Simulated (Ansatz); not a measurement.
# (10−10) slab of wurtzite AlN, 14.4 Å thick as cut, bare faces, part 2 of 2

Ansatz 0.2.0, PAW. The steps go on from the part before.

### 3 Single point with HSE06

Input file in.yaml:

```yaml
crystal:
  lattice:
    - [0.000000, 0.000000, 4.983529]
    - [3.113816, 0.000000, 0.000000]
    - [0.000000, 27.382100, 0.000000]
  atoms:
    - { symbol: Al, position: [0.521468, 0.500510, 0.246935] }
    - { symbol: Al, position: [0.497926, 0.000493, 0.337387] }
    - { symbol: Al, position: [0.495854, 0.500451, 0.434681] }
    - { symbol: Al, position: [0.495076, 0.000431, 0.533002] }
    - { symbol: Al, position: [0.493140, 0.500399, 0.631822] }
    - { symbol: Al, position: [0.489255, 0.000357, 0.732654] }
    - { symbol: Al, position: [0.989191, 0.000493, 0.267403] }
    - { symbol: Al, position: [0.993195, 0.500462, 0.368248] }
    - { symbol: Al, position: [0.995098, 0.000442, 0.467068] }
    - { symbol: Al, position: [0.995832, 0.500394, 0.565387] }
    - { symbol: Al, position: [0.997879, 0.000389, 0.662680] }
    - { symbol: Al, position: [0.021638, 0.500343, 0.753148] }
    - { symbol: N, position: [0.371301, 0.000491, 0.270131] }
    - { symbol: N, position: [0.376409, 0.500488, 0.368823] }
    - { symbol: N, position: [0.377213, 0.000452, 0.467240] }
    - { symbol: N, position: [0.377343, 0.500438, 0.565695] }
    - { symbol: N, position: [0.377537, 0.000409, 0.664056] }
    - { symbol: N, position: [0.373719, 0.500339, 0.761039] }
    - { symbol: N, position: [0.873549, 0.500509, 0.239024] }
    - { symbol: N, position: [0.877521, 0.000454, 0.336031] }
    - { symbol: N, position: [0.877358, 0.500443, 0.434399] }
    - { symbol: N, position: [0.877196, 0.000396, 0.532849] }
    - { symbol: N, position: [0.876303, 0.500401, 0.631265] }
    - { symbol: N, position: [0.871384, 0.000360, 0.729958] }
kpoints:
  mp_grid: { grid: [3, 4, 1] }
hamiltonian:
  xc: hse06
scf:
  occupations: { method: fermi_dirac, width: 0.01 }
output:
  forces: true
  eigenvalues: true
  populations: true
  eigenstates: { kpoints: [[0, 0, 0]], e_range: [-4.0, 4.0], localisation: true }
```

Launch:

```bash
$ ansatz run in.yaml --threads 2 --pin off --max-ram 30400MiB --runs-dir r --events-out ev --progress --plain --backend cuda --devices 0, --max-vram 18GiB
```

The log of the run:

```text
Pseudopotentials: kind: paw
Functional definition: HSE06
  parameter a = 0.25
  parameter omega = 0.11/bohr
  exchange = pbe_x - a*pbe_x_sr(omega) + a*exact_x_sr(omega)
  correlation = pbe_c
Crystal: 24 atoms, lattice volume = 424.910 Å³
Basis set: ecut = 420 eV, 8341 PW (Γ), exchange–correlation on 72×48×384 points (8 copies of the dense FFT grid, shifted against one another)
Bands: 72, of which v1, the nominal top of the filled ones, is band 48 counted from 1 (47 counted from 0)
Symmetry: 1 space group operations
Space group: P1 (ITA 1), of the structure as read, at distance tolerance 7.5e-5 Å
k-points: 7 of 12 (time reversal used)
Non-local potential: Al, projectors of the file, l = 0: 2, l = 1: 2, l = 2: 1
Non-local potential: N, projectors of the file, l = 0: 2, l = 1: 2, l = 2: 1
PAW form: soft (Blöchl's): semilocal exchange-correlation on the pseudo side does not see the compensation charge
PAW frozen core: Al, regenerated for the run's functional, and the local potential with it (the file was generated under x = pbe(κ = 0.804, μ = 0.2195149727645171), c = pbe(β = 0.06672455060314922))
PAW frozen core: N, regenerated for the run's functional, and the local potential with it (the file was generated under x = pbe(κ = 0.804, μ = 0.2195149727645171), c = pbe(β = 0.06672455060314922))
PAW one-centre angular grid: Al, 110 points (default); XC on 64 Gauss nodes
PAW one-centre angular grid: N, 110 points (default); XC on 64 Gauss nodes
Initial density: superposition of atomic densities (neutral atoms: chi_scale 0, normalization atom), corrected by the library's trained network
Initial wavefunctions: pseudopotential atomic-orbital guess
Functional: x = pbe(κ = 0.804, μ = 0.2195149727645171), c = pbe(β = 0.06672455060314922), warm-up for x = pbe(κ = 0.804, μ = 0.2195149727645171) + 0.25 (exact − pbe) at short range (hse, ω = 0.20786987370883472 Å⁻¹), c = pbe(β = 0.06672455060314922); HSE06 as pw.x's `hse` composes it (authors' and Libxc's form: `xc: wpbeh`)
SCF iter   1: F=—  HF=-11086.649956 eV  |F-HF|=—  |Δ(HF+E_count)|=         —  Δρ=1.23e-3  dr2=1.76e-2  ethr=1.77e-3  ⟨swp⟩=12.7  Hψ=3175  notcnv=0
preconditioner: auto → none  [insulator: Δε(μ)=2.771 eV  Ē_g=12.346 eV  σ=0.010 eV  W_gap=1.00  n_scr=58 (ndim 8)  ℏωp=17.6 eV  f_vac=0.369  D(μ)=0.00/eV (n_scr^D=0)]
SCF iter   2: F=—  HF=-11086.653226 eV  |F-HF|=—  |Δ(HF+E_count)|=   3.27e-3  Δρ=9.07e-4  dr2=1.02e-2  ethr=1.83e-5  ⟨swp⟩=9.6  Hψ=1902  notcnv=0  defer=9
SCF iter   3: F=—  HF=-11086.651704 eV  |F-HF|=—  |Δ(HF+E_count)|=   1.52e-3  Δρ=4.55e-4  dr2=1.06e-3  ethr=1.07e-5  ⟨swp⟩=8.7  Hψ=1549  notcnv=0  defer=8
SCF iter   4: F=-11086.652379 eV  HF=-11086.652465 eV  |F-HF|=8.63e-5  |Δ(HF+E_count)|=   7.61e-4  Δρ=2.51e-4  dr2=5.18e-4  ethr=1.11e-6  ⟨swp⟩=8.0  Hψ=1672  notcnv=0  defer=11
SCF 1 stopped early in 4 iterations: F = -11086.652379 eV  dr2 = 5.18e-4
Initial density: handed on by an earlier stage of this run
Initial wavefunctions: those handed on with the density
Functional: x = pbe(κ = 0.804, μ = 0.2195149727645171) + 0.25 (exact − pbe) at short range (hse, ω = 0.20786987370883472 Å⁻¹), c = pbe(β = 0.06672455060314922); HSE06 as pw.x's `hse` composes it (authors' and Libxc's form: `xc: wpbeh`)
Exchange kernel: α = 0.2500, screened, ω = 0.2079 Å⁻¹, Wigner–Seitz truncation, v(0) = 1020.9180 eV·Å³, q-mesh 3×4×1, nearest image of the exchange supercell L = 12.46 Å, pair-density grid 25×18×135, without the augmentation charges, whose exchange is taken in its separable form by FFT convolution over the k-point mesh (sized by the pseudopotential files, 36×24×192 at the most), smooth part of the [...]
Frozen-core exchange: fock
SCF iter   1: F=—  HF=-11091.947592 eV  |F-HF|=—  |Δ(HF+E_count)|=         —  Δρ=4.91e-3  dr2=6.80e-2  ethr=5.40e-6  ⟨swp⟩=16.4  Hψ=3045  notcnv=0
preconditioner: auto → none  [insulator: Δε(μ)=4.044 eV  Ē_g=14.254 eV  σ=0.010 eV  W_gap=1.00  n_scr=58 (ndim 8)  ℏωp=17.6 eV  f_vac=0.369  D(μ)=0.00/eV (n_scr^D=0)]
SCF iter   2: F=—  HF=-11091.925177 eV  |F-HF|=—  |Δ(HF+E_count)|=   2.24e-2  Δρ=2.43e-3  dr2=1.62e-2  ethr=5.40e-6  ⟨swp⟩=8.1  Hψ=1868  notcnv=0  defer=5
SCF iter   3: F=—  HF=-11091.957312 eV  |F-HF|=—  |Δ(HF+E_count)|=   3.21e-2  Δρ=1.16e-3  dr2=1.21e-2  ethr=5.40e-6  ⟨swp⟩=7.3  Hψ=1947  notcnv=0  defer=2
SCF iter   4: F=—  HF=-11091.954499 eV  |F-HF|=—  |Δ(HF+E_count)|=   2.81e-3  Δρ=3.14e-4  dr2=2.34e-3  ethr=5.40e-6  ⟨swp⟩=7.9  Hψ=1779  notcnv=0  defer=1
iter 5 solved again at ethr=6.29e-8 eV; its pass at ethr=2.22e-6 eV (dr2=6.04e-5 eV) is discarded
SCF iter   5: F=—  HF=-11091.953955 eV  |F-HF|=—  |Δ(HF+E_count)|=   5.44e-4  Δρ=1.12e-4  dr2=1.18e-4  ethr=6.29e-8  ⟨swp⟩=2.7  Hψ=2277  notcnv=0
SCF iter   6: F=—  HF=-11091.954374 eV  |F-HF|=—  |Δ(HF+E_count)|=   4.18e-4  Δρ=1.12e-4  dr2=7.77e-5  ethr=6.29e-8  ⟨swp⟩=7.3  Hψ=1582  notcnv=0  defer=8
SCF iter   7: F=-11091.954355 eV  HF=-11091.954357 eV  |F-HF|=1.17e-6  |Δ(HF+E_count)|=   1.71e-5  Δρ=2.41e-5  dr2=5.94e-6  ethr=6.29e-8  ⟨swp⟩=4.1  Hψ=939  notcnv=0  defer=1
SCF 2 stopped early in 7 iterations: F = -11091.954355 eV  dr2 = 5.94e-6
  Residual-converged pass: ⟨swp⟩=5.0  Hψ=1476  notcnv=0  max |occ|·‖R‖ = 6.4e-6 eV (tolerance 6.7e-6 eV)  dr2=5.73e-6  dr2_onsite=2.97e-7  max |Δocc| = 0.0e0
hybrid outer 1: dexx = +3.729e-2 eV, tail = 4.97e-5 eV
SCF iter   1: F=—  HF=-11091.954249 eV  |F-HF|=—  |Δ(HF+E_count)|=         —  Δρ=3.07e-5  dr2=5.74e-6  ethr=2.59e-7  ⟨swp⟩=12.0  Hψ=1472  notcnv=0
preconditioner: auto → none  [insulator: Δε(μ)=3.980 eV  Ē_g=14.199 eV  σ=0.010 eV  W_gap=1.00  n_scr=58 (ndim 8)  ℏωp=17.6 eV  f_vac=0.370  D(μ)=0.00/eV (n_scr^D=0)]
SCF iter   2: F=—  HF=-11091.954248 eV  |F-HF|=—  |Δ(HF+E_count)|=   8.19e-7  Δρ=1.10e-5  dr2=5.34e-7  ethr=4.82e-9  ⟨swp⟩=4.0  Hψ=1141  notcnv=0
SCF iter   3: F=—  HF=-11091.954248 eV  |F-HF|=—  |Δ(HF+E_count)|=   3.32e-7  Δρ=5.60e-6  dr2=8.04e-8  ethr=4.79e-10  ⟨swp⟩=5.4  Hψ=1202  notcnv=0  defer=31
SCF iter   4: F=—  HF=-11091.954248 eV  |F-HF|=—  |Δ(HF+E_count)|=   1.43e-8  Δρ=2.44e-6  dr2=1.32e-8  ethr=5.77e-11  ⟨swp⟩=7.0  Hψ=1353  notcnv=0  defer=15
SCF iter   5: F=-11091.954248 eV  HF=-11091.954248 eV  |F-HF|=9.98e-9  |Δ(HF+E_count)|=   2.87e-8  Δρ=1.32e-6  dr2=1.16e-8  ethr=1.02e-11  ⟨swp⟩=6.9  Hψ=1455  notcnv=0  defer=28
SCF 3 converged in 5 iterations: F = -11091.954248 eV  dr2 = 1.16e-8
  Residual-converged pass: ⟨swp⟩=3.0  Hψ=891  notcnv=0  max |occ|·‖R‖ = 1.5e-6 eV (tolerance 1.5e-6 eV)  dr2=1.17e-8  dr2_onsite=3.48e-10  max |Δocc| = 0.0e0
[... from here the SCF cycle lines were not kept, up to the last twenty ...]
hybrid outer 2: dexx = +5.213e-7 eV, tail = 3.28e-8 eV, Δε = 1.99e-3 eV (about 5.96e-5 eV left of the loop's levels), ΔF = 4.61e-3 eV/Å (tail 7.07e-4)
NSCF: frozen V_eff on 1 k-points
hybrid SCF converged: 2 outer / 12 inner (+4 warm-up), last move |dexx| = 5.21e-7 eV, tail = 3.28e-8 eV
Stability not checked: this state was not tested for a lower state beside it, because the functional holds exact exchange (a hybrid, or Hartree-Fock), whose exchange loop this test does not read (fock_operator; see scf.lower_state_search)
Free energy (F): -11091.954248 eV
Harris-Foulkes:  -11091.954248 eV  (|F-HF|=9.98e-9)
Internal energy: -11091.954248 eV  (E = F + TS)
E sigma→0 (E₀):  -11091.954248 eV
Fermi energy:    3.251902 eV
--- Per-component energies (eV) ---
  E_band       = -449.750923
  E_kinetic    = 1914.715642
  E_local      = -45033.272742  (includes V_loc(G=0)·N_el)
  E_nonlocal   = 652.529283
  E_hartree    = 21862.914914
  E_xc         = -989.172206
  E_vxc        = -1040.369465  (∫ρ·V_xc dr)
  E_exx        = -214.312782  (= α·E_x^exact, valence–valence)
  E_paw        = -7162.552771  (= ΣΔE_a)
  E_vpaw       = -240.569454  (= ΣTr[D̂ρ^β])
  E_aug_tail   = 0.001148  (compensation charges beyond the density's cutoff)
  E_ewald      = 17877.999202
  E_core_change = -0.803937  (= ΣΔE_core)
  E_smearing   = -0.000000  (= −TS)
  E_closure    = -0.000001  (closes the sum)
  Σ components = -11091.954248   (vs F -11091.954248, Δ=-1.82e-12)
--- Forces (eV/Å), atoms counted from 1 ---
  atom   1  Al    -0.00116321     0.10429539     0.10928028
  atom   2  Al    -0.00050552     0.05045992    -0.01201829
  atom   3  Al     0.00018932     0.01100907    -0.00674209
  atom   4  Al     0.00009504     0.01757656     0.00143320
  atom   5  Al     0.00059800     0.03223711     0.00580028
  atom   6  Al    -0.00079648     0.07871087    -0.00462568
  atom   7  Al     0.00077261    -0.07087032    -0.01025523
  atom   8  Al    -0.00021530    -0.01914306     0.00438703
  atom   9  Al    -0.00014566    -0.00209433     0.00043179
  atom  10  Al     0.00046344     0.00482740    -0.00775209
  atom  11  Al     0.00036758    -0.03724126    -0.00936518
  atom  12  Al     0.00108533    -0.10774342     0.10315214
  atom  13  N      0.00120730    -0.07118749     0.12154752
  atom  14  N     -0.00023034    -0.02101503     0.03207082
  atom  15  N     -0.00009597    -0.01299253     0.00334267
  atom  16  N     -0.00083707    -0.02831188    -0.01100295
  atom  17  N     -0.00084758    -0.05631039    -0.05475688
  atom  18  N      0.00139549    -0.15895987    -0.18896305
  atom  19  N     -0.00118871     0.16166033    -0.18568668
  atom  20  N      0.00091346     0.04341079    -0.04949529
  atom  21  N     -0.00000048     0.01087709    -0.00897404
  atom  22  N      0.00050113    -0.00189581     0.00395227
  atom  23  N     -0.00065378     0.00686138     0.03971263
  atom  24  N     -0.00090615     0.06583801     0.12461402
  max |Σ_I F_I| component: 8.72e-5 eV/Å
--- Band table (eV; the first three rows and the last of 7) ---
  k-point 0: bands = ["-15.6987", "-15.5020", "-15.1625", "-14.7066", "-14.1867", "-13.7682", "-13.4252", "-13.2538", "-13.0454", "-12.9084", "-12.3926", "-12.3787", "-5.4858", "-5.2179", "-4.8054", "-4.7605", "-4.1995", "-4.1369", "-3.4492", "-3.3014", "-3.2423", "-2.8258", "-2.6240", "-2.0616", "-1.6922", "-1.4478", "-1.3883", "-1.1450", "-0.8765", "-0.8242", "-0.7015", "-0.5857", "-0.4629", "-0.1621", "-0.0403", "0.1205", "0.1572", "0.2765", "0.3183", "0.4424", "0.5459", "0.5924", "0.7076", "0.8390", "0.8860", "0.9010", "1.1216", "1.1455", "5.2327", "5.3058", "7.0091", "7.5703", "7.7342", "8.0536", "8.1000", "8.2272", "8.3903", "8.6765", "8.8306", "9.2727", "9.3129", "9.3925", "9.8555", "9.9523", "10.1470", "10.5382", "10.8029", "10.8879", "11.2304", "11.6762", "11.7094", "12.4080"]
  k-point 1: bands = ["-15.1031", "-14.9388", "-14.6480", "-14.2563", "-13.8015", "-13.3989", "-13.1307", "-13.0110", "-12.8851", "-12.8587", "-12.2654", "-12.2512", "-4.7393", "-4.4971", "-4.2711", "-4.0841", "-3.9202", "-3.6833", "-3.5002", "-3.4685", "-3.2168", "-3.1736", "-2.9464", "-2.8419", "-2.8110", "-2.6720", "-2.2264", "-2.2094", "-2.1102", "-2.0806", "-1.5595", "-1.5196", "-1.3333", "-1.2539", "-1.0850", "-0.8743", "-0.8271", "-0.7521", "-0.4021", "-0.2189", "-0.0570", "0.1771", "0.3147", "0.3413", "0.4133", "0.5151", "1.2101", "1.2237", "6.1827", "6.1964", "7.4762", "7.8529", "8.3896", "8.4574", "8.5007", "8.9717", "9.1937", "9.2633", "9.8436", "9.9587", "10.1658", "10.2924", "10.3281", "10.5006", "10.5748", "11.0639", "11.1332", "11.1740", "11.4073", "11.5370", "11.7445", "11.8021"]
  k-point 2: bands = ["-14.0052", "-13.9897", "-13.8005", "-13.7593", "-13.7445", "-12.9715", "-12.9493", "-12.9200", "-12.8876", "-12.8597", "-12.1937", "-12.1797", "-4.9057", "-4.8482", "-4.7431", "-4.5004", "-4.4465", "-3.6530", "-3.5961", "-3.5413", "-3.4718", "-3.3730", "-3.1322", "-3.1091", "-2.8906", "-2.8768", "-2.8650", "-2.8050", "-2.8049", "-2.2655", "-2.1163", "-1.9861", "-1.6766", "-1.5503", "-1.0733", "-1.0147", "-1.0116", "-0.9327", "-0.8731", "-0.7263", "-0.7073", "-0.6994", "-0.6979", "-0.1614", "-0.1313", "0.1357", "1.0908", "1.1049", "6.6884", "6.7056", "7.9537", "7.9915", "8.0119", "8.1914", "8.2148", "8.3037", "8.5545", "8.8246", "9.3495", "9.4171", "9.8085", "10.0324", "10.4509", "10.4644", "10.8596", "10.9383", "11.2676", "11.3334", "11.4429", "11.5267", "11.6578", "11.7421"]
  k-point 6: bands = ["-14.7284", "-14.6146", "-14.3715", "-14.0339", "-13.7076", "-13.6496", "-13.5057", "-13.3101", "-13.2611", "-13.0694", "-12.4016", "-12.3872", "-4.4971", "-4.3197", "-4.2521", "-4.2294", "-4.0519", "-4.0092", "-3.9023", "-3.7394", "-3.5532", "-3.4423", "-2.9801", "-2.8731", "-2.5503", "-2.3130", "-2.1201", "-1.8603", "-1.6605", "-1.6552", "-1.4604", "-1.4477", "-1.0260", "-0.9395", "-0.8204", "-0.7009", "-0.6510", "-0.6052", "-0.1498", "-0.0006", "0.0196", "0.0260", "0.0613", "0.1206", "0.2231", "0.2367", "1.2399", "1.2540", "6.2844", "6.2981", "8.1434", "8.2123", "8.5130", "8.5161", "8.9162", "8.9693", "9.1128", "9.3813", "9.4425", "9.4844", "9.7116", "9.8622", "10.1307", "10.2100", "10.8774", "10.8829", "11.0912", "11.1455", "11.2843", "11.3331", "11.4344", "11.4800"]
--- Löwdin populations: 24 sites ---
  site symbol       q [e]
     0     Al      1.7731
     1     Al      1.8782
     2     Al      1.8660
     3     Al      1.8662
     4     Al      1.8686
     5     Al      1.8626
     6     Al      1.8627
     7     Al      1.8687
     8     Al      1.8663
     9     Al      1.8661
    10     Al      1.8783
    11     Al      1.7733
    12      N      6.0782
    13      N      6.0611
    14      N      6.0635
    15      N      6.0640
    16      N      6.0727
    17      N      6.0883
    18      N      6.0882
    19      N      6.0727
    20      N      6.0640
    21      N      6.0635
    22      N      6.0611
    23      N      6.0781
  spilling = 0.009527 (of n_electrons = 96.000000)
```

It took 46 s on 1 × data-centre GPU with 2 threads, shared host; peak host memory 2 GiB.

Top filled level 1.254 eV, lowest empty level 5.233 eV: 3.98 eV apart at a 3×4×1 mesh.

On these atoms HSE06 leaves forces up to 0.25 eV/Å (on N18), as they were relaxed at another level of theory (and may have been on other k points).

Planar mean of the electrostatic potential energy along c, from the vacuum level:

```
z (Å)  v (eV)
 0.00    0.00
 0.43    0.00
 0.86    0.00
 1.43    0.00
 1.85    0.00
 2.28    0.00
 2.71    0.00
 3.28   -0.01
 3.71   -0.01
 4.14   -0.03
 4.56   -0.09
 5.13   -0.41
 5.56   -1.37
 5.99   -4.99
 6.42  -11.05
 6.99  -13.59
 7.42  -13.14
 7.84   -8.35
 8.27   -4.59
 8.84   -8.91
 9.27  -12.24
 9.70  -13.03
10.13  -11.92
10.55   -8.00
11.12   -5.17
11.55   -9.16
11.98  -12.27
12.41  -12.93
12.98  -10.68
13.41   -6.35
13.83   -5.28
14.26   -9.33
14.83  -12.72
15.26  -12.67
15.69  -10.54
16.12   -6.18
16.69   -6.44
17.11  -10.87
17.54  -12.88
17.97  -12.67
18.40  -10.36
18.97   -4.80
19.40   -6.47
19.82  -11.91
20.25  -13.68
20.82  -12.26
21.25   -7.23
21.68   -2.05
22.11   -0.60
22.68   -0.12
23.10   -0.03
23.53   -0.01
23.96    0.00
24.53    0.00
24.96    0.00
25.39    0.00
25.81    0.00
26.38    0.00
26.81    0.00
27.24    0.00
```

The top filled level lies 6.38 eV and the lowest empty level 2.40 eV below the vacuum level.

### 4 Summary of results

This closing draws on all 2 parts.

| level | time | k points | top filled to lowest empty (eV) | top filled below vacuum (eV) |
| --- | --- | --- | --- | --- |
| PBEsol, relaxation | 19 s (GPU) | 4×6×1 | 2.78 | 5.71 |
| HSE06 | 46 s (GPU) | 3×4×1 | 3.98 | 6.38 |

| quantity | value |
| --- | --- |
| relaxation | 6 recorded steps, 1.29 eV gained |
| largest shift | 0.30 Å (Al12) |
| mean bonds | Al–N 1.883 Å |

**In words.** Relaxation gains 1.29 eV, with shifts up to 0.30 Å (Al12). The relaxation ran on other k points, so part of any difference from the later rows can come from the mesh.
